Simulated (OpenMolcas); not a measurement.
# Ho²⁺ among point charges: CASSCF levels and susceptibility

Aim: the splitting of the states of Ho²⁺ in the field of 8 point charges, its lowest levels with spin-orbit coupling and its magnetic susceptibility.

The numbers are computed with OpenMolcas 26.06 (state-averaged CASSCF, spin-orbit coupling by RASSI with atomic mean-field integrals), except any that are marked as measured or tabulated.

1 further run of the same task is left out (it didn't finish).

### 1 What is computed

| Item | Value |
| --- | --- |
| Species | Ho²⁺ (holmium, Z = 67, 65 electrons) |
| Basis | ANO-RCC-VTZP [8s7p5d3f2g1h], 104 functions |
| Scalar Hamiltonian | DKH2, point nucleus |
| Inactive shells | 1s 2s 2p 3s 3p 3d 4s 4p 4d 5s 5p |
| Active space | 11 electrons in 7 orbitals (4f) |
| Some configurations of this space | 4f11 |
| Orbitals | optimised for the highest spin of each parity, averaged over all roots |

The outer shells:

4f11
```
4f [↑↓][↑↓][↑↓][↑↓][↑ ][↑ ][↑ ]
```

The ion sits among 8 point charges of -2 e arranged as a hexagonal bipyramid (D6h), 2.36 Å from the ion, with the axial distance 2.572 Å. The active orbitals were held to one l.

The work runs as a chain of OpenMolcas steps in one folder; each step below is one input file. Labels, J, g values, rates, χT and fits are worked out afterwards by a script from the matrices that RASSI stores. The input lists half of the charges; inversion (Group=XYZ) makes the rest.

### 2 Basis and integrals

File a.inp:

```
&GATEWAY
Coord
1

Ho 0.0 0.0 0.0
Basis=ANO-RCC-VTZP
Group=XYZ
NoMove
AngMom=0.0 0.0 0.0
AMFI
XField
4 Angstrom 0
2.360000 0.000000 0.000000 -2.000000
1.180000 2.043820 0.000000 -2.000000
1.180000 -2.043820 0.000000 -2.000000
0.000000 0.000000 2.572400 -2.000000
&SEWARD
```

Started as:

```bash
> OMP_NUM_THREADS=1 MOLCAS_MEM=2252 MOLCAS_PROJECT=a pymolcas a.inp > a.log
```

### 3 CASSCF: quartets of odd parity, 35 roots

File a.inp:

```
&RASSCF
FileOrb=start.orb
Symmetry=2
Spin=4
nActEl=11 0 0
Inactive=15 12
Ras2=0 7
CIRoot=35 35 1
SDav=35
CIMx=300
Iter=120 100
PrWF=0.3
OrbListing=Nothing
MaxOrb=0
SupSym
0
1
21 13 14 15 16 17 18 19 29 30 31 32 33 34 35 36 37 38 39 40 41 42
>>> COPY $Project.JobIph JOB001
```

start.orb holds the contracted functions of the basis, ordered by shell, or the orbitals of the step before.

### 4 CASSCF: doublets of odd parity, 112 roots

File a.inp:

```
&RASSCF
FileOrb=start.orb
Symmetry=2
Spin=2
nActEl=11 0 0
Inactive=15 12
Ras2=0 7
CIRoot=112 112 1
SDav=112
CIMx=300
Iter=120 100
PrWF=0.3
OrbListing=Nothing
MaxOrb=0
CIOnly
SupSym
0
1
21 13 14 15 16 17 18 19 29 30 31 32 33 34 35 36 37 38 39 40 41 42
>>> COPY $Project.JobIph JOB002
```

### 5 RASSI: spin-orbit coupling between the states

File a.inp:

```
&RASSI
NrOfJobIphs=2 32 68
1 2 3 4 5 6 7 8 9 10 11 12 13 14 15 16 17 18 19 20 21 22 23 24 25 26 27
28 29 30 31 32
1 2 3 4 5 6 7 8 9 10 11 12 13 14 15 16 17 18 19 20 21 22 23 24 25 26 27
28 29 30 31 32 33 34 35 36 37 38 39 40 41 42 43 44 45 46 47 48 49 50 51
52 53 54 55 56 57 58 59 60 61 62 63 64 65 66 67 68
IphNames
JOB001
JOB002
EJob
SpinOrbit
DIPRint=1.0
SOCoupling=1000.0
Subsets=2
Property=9
'ANGMOM' 1 'ANGMOM' 2 'ANGMOM' 3 'MLTPL  1' 1 'MLTPL  1' 2 'MLTPL  1' 3
'AMFI' 1 'AMFI' 2 'AMFI' 3
SOProperty=3
'ANGMOM' 1 'ANGMOM' 2 'ANGMOM' 3
```

Q: Predict the outcome of this session. Wanted: spin-free ground state; first state of the same spin within the active space; lowest level; next level.

The runs gave:

```
                                            quantity                                value
                                              method                               CASSCF
                              spin-free ground state  quartet, 1-fold in its orbital part
first state of the same spin within the active space                 quartet at 3.39 cm⁻¹
                                        lowest level        2-fold, g = 0.00, 0.00, 17.96
                                          next level                           165.7 cm⁻¹
                                         χT at 300 K                      11.23 cm³ K/mol
                           effective moment at 300 K                              9.48 μB
```

What this shows: The spin-free ground state (quartet) comes to 100 % from free-ion I terms and keeps the highest spin of the shell. The doublets rest on orbitals optimised for another spin in at least one step, which raises them against the optimised states. Not all states of the active space went into the spin-orbit step. High states of lower spin are left out of the spin-orbit mixing, and CASSCF puts spin-flip levels too high. This is an electrostatic model: the charges have no orbitals.
